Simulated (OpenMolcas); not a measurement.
**Ta³⁺ with 6 ligands (water): CASSCF and CASPT2 levels and susceptibility**

Which state of Ta³⁺ lies lowest among these ligands, how large is the field, and what χT follows?

Method: state-averaged CASSCF and CASPT2, spin-orbit coupling by RASSI with atomic mean-field integrals. Code: OpenMolcas 26.06.

## (1) The system

- Species: Ta³⁺ (tantalum, Z = 73, 70 electrons)
- Basis: ANO-RCC-VTZP [8s7p5d3f2g1h], 248 functions with the ligands
- Scalar Hamiltonian: DKH2, point nucleus
- Inactive shells: 1s 2s 2p 3s 3p 3d 4s 4p 4d 4f 5s 5p of the metal, and all ligand shells
- Active space: 2 electrons in 5 orbitals (5d)
- Some configurations of this space: 5d2
- Orbitals: optimised for each spin and parity, averaged over all roots

Outer shells as boxes (Hund's rule):

5d2
```
5d [↑ ][↑ ][  ][  ][  ]
```

Ta³⁺ is taken with 6 ligands (water) in octahedron coordination (Th) at 2.08 Å. Ligand basis ANO-RCC-VDZP. The distances are assumed, not relaxed.

```xyz
19

Ta    0.0000    0.0000    0.0000
O     2.0800    0.0000    0.0000
H     2.6570    0.7797    0.0000
H     2.6570   -0.7797    0.0000
O     0.0000    2.0800    0.0000
H     0.0000    2.6570    0.7797
H     0.0000    2.6570   -0.7797
O    -2.0800    0.0000    0.0000
H    -2.6570    0.7797    0.0000
H    -2.6570   -0.7797    0.0000
O     0.0000   -2.0800    0.0000
H     0.0000   -2.6570    0.7797
H     0.0000   -2.6570   -0.7797
O     0.0000    0.0000    2.0800
H     0.7797    0.0000    2.6570
H    -0.7797    0.0000    2.6570
O     0.0000    0.0000   -2.0800
H     0.7797    0.0000   -2.6570
H    -0.7797    0.0000   -2.6570
```

The work runs as a chain of OpenMolcas steps in one folder; each step below is one input file. Labels, J, g values, rates, χT and fits are worked out afterwards by a script from the matrices that RASSI stores.

## (2) GATEWAY and SEWARD: basis and integrals

Input file a.inp:

```
&GATEWAY
Coord
19

Ta 0.0 0.0 0.0
O 2.080000 0.000000 0.000000
H 2.656978 0.779741 0.000000
H 2.656978 -0.779741 0.000000
O 0.000000 2.080000 0.000000
H 0.000000 2.656978 0.779741
H 0.000000 2.656978 -0.779741
O -2.080000 0.000000 0.000000
H -2.656978 0.779741 0.000000
H -2.656978 -0.779741 0.000000
O 0.000000 -2.080000 0.000000
H 0.000000 -2.656978 0.779741
H 0.000000 -2.656978 -0.779741
O 0.000000 0.000000 2.080000
H 0.779741 0.000000 2.656978
H -0.779741 0.000000 2.656978
O 0.000000 0.000000 -2.080000
H 0.779741 0.000000 -2.656978
H -0.779741 0.000000 -2.656978
Basis=Ta.ANO-RCC-VTZP,H.ANO-RCC-VDZP,O.ANO-RCC-VDZP
Group=XYZ
NoMove
AngMom=0.0 0.0 0.0
AMFI
RICD
&SEWARD
```

On the command line:

```
OMP_NUM_THREADS=1 MOLCAS_MEM=2457 MOLCAS_PROJECT=a pymolcas a.inp > a.log
```

## (3) Reference wave functions, triplets of even parity, 10 roots

Input file a.inp:

```
&RASSCF
FileOrb=start.orb
Symmetry=1
Spin=3
nActEl=2 0 0
Inactive=30 34
Ras2=5 0
CIRoot=10 10 1
SDav=10
CIMx=300
Iter=150 100
PrWF=0.3
OrbListing=Nothing
MaxOrb=0
LevShft=1.0
>>> COPY $Project.JobIph JOB001
```

start.orb holds start orbitals that the driver prepared beforehand, or those of the step before.

## (4) CASSCF: singlets of even parity, 15 roots

Input file a.inp:

```
&RASSCF
FileOrb=start.orb
Symmetry=1
Spin=1
nActEl=2 0 0
Inactive=30 34
Ras2=5 0
CIRoot=15 15 1
SDav=15
CIMx=300
Iter=150 100
PrWF=0.3
OrbListing=Nothing
MaxOrb=0
LevShft=1.0
>>> COPY $Project.JobIph JOB002
```

## (5) RASSI: spin-orbit coupling between the states

Input file a.inp:

```
&RASSI
NrOfJobIphs=2 10 15
1 2 3 4 5 6 7 8 9 10
1 2 3 4 5 6 7 8 9 10 11 12 13 14 15
IphNames
JOB001
JOB002
EJob
SpinOrbit
DIPRint=1.0
SOCoupling=1000.0
Subsets=2
Property=9
'ANGMOM' 1 'ANGMOM' 2 'ANGMOM' 3 'MLTPL  1' 1 'MLTPL  1' 2 'MLTPL  1' 3
'AMFI' 1 'AMFI' 2 'AMFI' 3
SOProperty=3
'ANGMOM' 1 'ANGMOM' 2 'ANGMOM' 3
```

## (6) CASPT2: IPEA 0.25, imaginary shift 0.1 (32 orbitals frozen, the lowest in energy)

Input file a.inp:

```
>>> COPY JOB001 $Project.JobIph
&CASPT2
Multistate=10 1 2 3 4 5 6 7 8 9 10
NoMult
Frozen=17 15
IPEA=0.25
Imaginary=0.1
MaxIter=60
WThr=0.0 0.3 0.05
PrWF=0.5
NoMix
>>> COPY JOB002 $Project.JobIph
&CASPT2
Multistate=15 1 2 3 4 5 6 7 8 9 10 11 12 13 14 15
NoMult
Frozen=17 15
IPEA=0.25
Imaginary=0.1
MaxIter=60
WThr=0.0 0.3 0.05
PrWF=0.5
NoMix
```

(Steps that only read results are left out.)

Q: Predict the outcome of this session. Wanted: spin-free ground state; first state of the same spin within the active space; lowest level; next level.

The runs gave:

| quantity | value |
| --- | --- |
| method | SS-CASPT2, IPEA 0.25, imaginary shift 0.1 (32 orbitals frozen, the lowest in energy) |
| spin-free ground state | 3T1, 3-fold in its orbital part |
| first state of the same spin within the active space | 3T2 at 32500 cm⁻¹ |
| lowest level | 2-fold E, g = 0.00, 0.00, 0.00 |
| next level | 163.3 cm⁻¹ |
| χT at 300 K | 0.18 cm³ K/mol |
| effective moment at 300 K | 1.18 μB |

Cost by method:

```csv
method,time of its own steps,time with the reference
A. CASSCF,2.1 min,2.1 min
"B. SS-CASPT2, IPEA 0.25, imaginary shift 0.1 (32 orbitals frozen, the lowest in energy)",7.6 min,9.8 min
```

Times are of one thread on a shared host.

The spin-free ground state (3T1) is 3-fold and keeps the highest spin of the shell. χT at 300 K is 0.18, against 1.00 cm³ K/mol for the spin alone, so spin-orbit coupling lowers it. A ligand-field fit to the states below 45000 cm-1 gives 10Dq = 33316 cm-1, B = 492 cm-1 and C = 1861 cm-1 (C/B = 3.78), with a deviation of 204 cm-1. CASPT2 does not keep the components of a term degenerate, and the means are used. The frozen orbitals are chosen by energy, so an outer shell of the metal can be frozen while a deeper shell elsewhere is correlated.
